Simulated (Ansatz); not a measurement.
# AlBH5NO: how energies converge with the basis set

An exercise on one series of results from a longer session: the logs are not shown, and one member is left open.

Program: Ansatz 0.2.0, Gaussian basis. Level of theory: one geometry, several basis sets. These are calculated values, not measurements.

The runs, in order: PBE0-D4/def2-SVP; ωB97M-V/def2-SVP; PBE0-D4/def2-QZVPP; ωB97M-V/def2-QZVPP; the functionals' def2-TZVPP values are taken from earlier runs.

## The geometry

An earlier PBE0-D4 in a triple-zeta def2 set relaxation fixed the geometry.

SMILES `B[O][AlH][NH2]`, 9 atoms, charge 0, spin multiplicity 1.

Atoms are counted from 1 here; the program's logs count them from 0.

Bond lengths: B1–O2 1.331 Å, B1–H5 1.206 Å, B1–H6 1.206 Å, O2–Al3 1.686 Å, Al3–N4 1.758 Å, Al3–H7 1.570 Å, N4–H8 1.007 Å, N4–H9 1.007 Å. Angles: O2–B1–H5 119.7°, O2–B1–H6 119.7°, H5–B1–H6 120.6°, B1–O2–Al3 179.3°, O2–Al3–N4 118.1°, O2–Al3–H7 119.7°, N4–Al3–H7 122.2°, Al3–N4–H8 125.5°, Al3–N4–H9 124.0°, H8–N4–H9 110.5°.

Set-up of the first run:

File in.yaml:

```yaml
crystal:
  periodic: [false, false, false]
  atoms:
    - {symbol: B, position_ang: [-1.965254, 0.694372, 0.564683]}
    - {symbol: O, position_ang: [-0.698374, 0.292745, 0.495386]}
    - {symbol: Al, position_ang: [0.906805, -0.220068, 0.427122]}
    - {symbol: N, position_ang: [1.570040, -0.660516, -1.140749]}
    - {symbol: H, position_ang: [-2.227901, 1.865724, 0.451985]}
    - {symbol: H, position_ang: [-2.840762, -0.116433, 0.737597]}
    - {symbol: H, position_ang: [1.757401, -0.290211, 1.745436]}
    - {symbol: H, position_ang: [1.071665, -0.635209, -2.015170]}
    - {symbol: H, position_ang: [2.515081, -0.976803, -1.283490]}
basis:
  gaussian: {orbitals: def2-SVP}
hamiltonian: {xc: pbe0, dispersion: d4}
output: {orbitals: {seedname: orbitals}}
```

Started as:

```bash
ansatz run in.yaml --threads 2 --pin off --events-out ev --progress --plain --max-ram 4352MiB
```

Steps of the session up to this table: PBE0-D4 in def2-SVP; ωB97M-V in def2-SVP; PBE0-D4 in def2-QZVPP; ωB97M-V in def2-QZVPP.

One table of the session follows, with a row left open; its other results are not shown here.

It belongs to the step «Functionals by basis». 

| functional | basis | HOMO (eV) | LUMO (eV) |
| --- | --- | --- | --- |
| PBE0-D4 | def2-SVP | -7.38 | -0.03 |
| PBE0-D4 | def2-TZVPP | ? | ? |
| PBE0-D4 | def2-QZVPP | -7.56 | -0.34 |
| ωB97M-V | def2-SVP | -9.71 | 1.84 |
| ωB97M-V | def2-TZVPP | -9.89 | 1.43 |
| ωB97M-V | def2-QZVPP | -9.93 | 0.96 |

**Question.** Estimate the row for PBE0-D4, def2-TZVPP.

The run gave: HOMO (eV): -7.53; LUMO (eV): -0.27. In the column «HOMO (eV)» it lies between PBE0-D4, def2-QZVPP (-7.56) and PBE0-D4, def2-SVP (-7.38).
